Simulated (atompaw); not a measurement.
# Zinc: generating and testing a PAW (atompaw) potential

Do these settings give a usable potential? It is generated, then checked for scattering, ghosts and hardness.

Method: atompaw 4.2.0.5, LDA (PW92), scalar-relativistic.

9 further runs of the same task are left out: 9 set aside as unsound or not needed.

## 1. The design

The settings as typed:

| Item | Value |
| --- | --- |
| element | zinc (Zn, Z = 30) |
| type | PAW |
| frozen core | [Ne] 3s2 |
| valence charge | 18 |
| reference configuration | 3p6 3d9 4s0 4p0 (charge +3) |
| partial waves | 4s (bound, empty): rc 1.55 bohr; 4s channel at 1.4 Ry: rc 1.55 bohr; 3p (bound): rc 1.05 bohr; 4p (bound, empty): rc 1.05 bohr; 3d (bound): rc 1.55 bohr; 3d channel at -1.6 Ry: rc 1.55 bohr |
| local potential | troulliermartins scheme with l = 3 at 0.5 Ry, radius 1.25 bohr |
| core correction | smooth core density matched at 0.85 bohr |
| augmentation charge | gaussian compensation charge, radius 1.40 bohr; PAW radius 1.55 bohr; waves and projectors: custom polynom2 7 10 vanderbiltortho |

## 2. Generation

The input, Zn.input:

```
Zn 30
LDA-PW scalarrelativistic loggrid 1500 logderivrange -11 5 401
4 4 3 0 0 0
4 0 0
4 1 0
3 2 9
0 0 0
c
c
c
v
c
v
v
v
2
1.55 1.40 1.25 0.85
y
1.4
n
n
y
-1.6
n
custom polynom2 7 10 vanderbiltortho gaussian
3 0.5 troulliermartins
1.55
1.55
1.05
1.05
1.55
1.55
PWSCFOUT
UPFDX 0.0125d0 UPFXMIN -7.d0 UPFZMESH 30.d0
END
```

On the command line:

```
$ atompaw < Zn.input > Zn.log
```

What does the calculation give? Wanted: cutoffs; bound ghosts; largest phase difference near zero energy, channels read; lowest eigenvalue of the overlap; share of valence orbitals outside the PAW sphere; UPF file.

**Answer**, as computed:

```
                                                quantity                             value
                                                 cutoffs                    not determined
                                            bound ghosts                   s at -403.44 eV
largest phase difference near zero energy, channels read                         0.012 rad
         lowest eigenvalue of the overlap (Bessel basis)                         0.098 (s)
        share of valence orbitals outside the PAW sphere  4s 74 %, 3p 1 %, 4p 84 %, 3d 7 %
                                                UPF file                           written
```

A bound ghost (s) makes it unfit for use: electrons can fall into a state that the atom doesn't have. Even at 400 Ry an occupied level stays 12 mRy from its reference, so no cutoffs are read. Near zero energy the phases of the channels with partial waves agree within 0.012 rad. All of this concerns the isolated atom, not yet a solid.
